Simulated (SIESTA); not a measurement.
MnAu2:

```xyz
3
Lattice="-1.6815 1.6815 4.2960 1.6815 -1.6815 4.2960 1.6815 1.6815 -4.2960" Properties=species:S:1:pos:R:3 pbc="T T T"
Au    0.0000    0.0000    5.5848
Au    0.0000    0.0000    3.0072
Mn    0.0000    0.0000    0.0000
```

```yaml
Program: SIESTA 5.4.2
Task: single point
Functional: PBEsol
Potentials_or_basis: PseudoDojo 0.4 standard (PBEsol files)
Basis: DZP (energy shift 0.003 Ry; two zetas on semicore shells)
Grid_cutoff: 800 Ry
Energy_shift: 0.003 Ry
k_mesh: 11 × 11 × 11
Occupations: fermi-dirac, width 0.05 eV
Spin: collinear spin, ferromagnetic start
Starting_moments: "[0.0, 0.0, 4.0] μB"
```

On this cell: pressure 2.1 GPa; largest force 2.341 eV/Å; net moment 4.04 μB per cell; site moments Au -0.08; Mn +4.20 μB; band gap on the k mesh none (metal or under the smearing width).

The same run follows on a disturbed copy (atoms moved at random, drawn with an rms of 0.05 Å):

```
Au Mn
1.0
    -1.68150    1.68150    4.29600
     1.68150   -1.68150    4.29600
     1.68150    1.68150   -4.29600
Au Mn
2 1
Direct
  0.65142 0.65867 0.00805
  0.35015 0.33989 0.98988
  0.00059 0.00722 0.01329
```

Problem. What changes?

Solution. The energy (extrapolated to zero smearing) moves by -1.0 meV/atom; pressure 2.1 GPa; largest force 2.344 eV/Å; net moment 4.03 μB per cell; site moments Au -0.09, -0.08; Mn +4.20 μB; band gap on the k mesh none (metal or under the smearing width).

Forces on the atoms (eV/Å):
```
Au  -0.041  0.038  2.122
Au   0.372  0.050 -2.314
Mn  -0.330 -0.088  0.191
```

Stress tensor (GPa, compression positive):
```
-1.93  0.06  0.17
 0.06 -1.78 -0.02
 0.17 -0.02  9.90
```

Caveats: short orbitals over semicore shells can move pressures by several GPa; the basis of atomic orbitals isn't converged, which shifts pressures, moduli and gaps; forces of over 1 eV/Å show positions far from the minimum, so gaps and moduli don't describe the material at rest (some runs).
